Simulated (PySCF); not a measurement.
# Cl6Co ([CoCl6]3-): the cost of one run

Computed with PySCF 2.14.0 and routines of our own; the level stands in each step. Atoms count from 0.

## 1. The starting structure

7 atoms, charge -3, multiplicity 1; geometry from: GFN2-xTB.

## 2. Magnetic properties: GIAO PBE0/def2-SVP Co:def2-TZVP

Job settings and geometry (Å):

```
{"job": {"kind": "mag", "xc": "PBE0", "basis": {"default": "def2-SVP", "Co": "def2-TZVP"}}, "charge": -3, "multiplicity": 1}
Co    -0.000010    -0.000190     0.000040
Cl    -0.018120    -0.009220     2.267240
Cl     0.018190     0.009550    -2.267220
Cl     2.267160     0.005050     0.018530
Cl    -2.267290    -0.004840    -0.018520
Cl    -0.005490     2.267090     0.010020
Cl     0.005560    -2.267440    -0.010090
```

Method: GIAO PBE0/def2-SVP Co:def2-TZVP magnetisability, rotational g tensor and spin-rotation constants, non-relativistic, gas phase.

Started as:

```sh
OMP_NUM_THREADS=1 python excited_run.py task.json out
```

One launch serves the whole session: the jobs run in the order shown.

**Question.** How long does this first job take on 1 thread of Arm Neoverse V1, shared host, and how much memory does it need?

About 36 s, with a peak of 1.3 GiB.
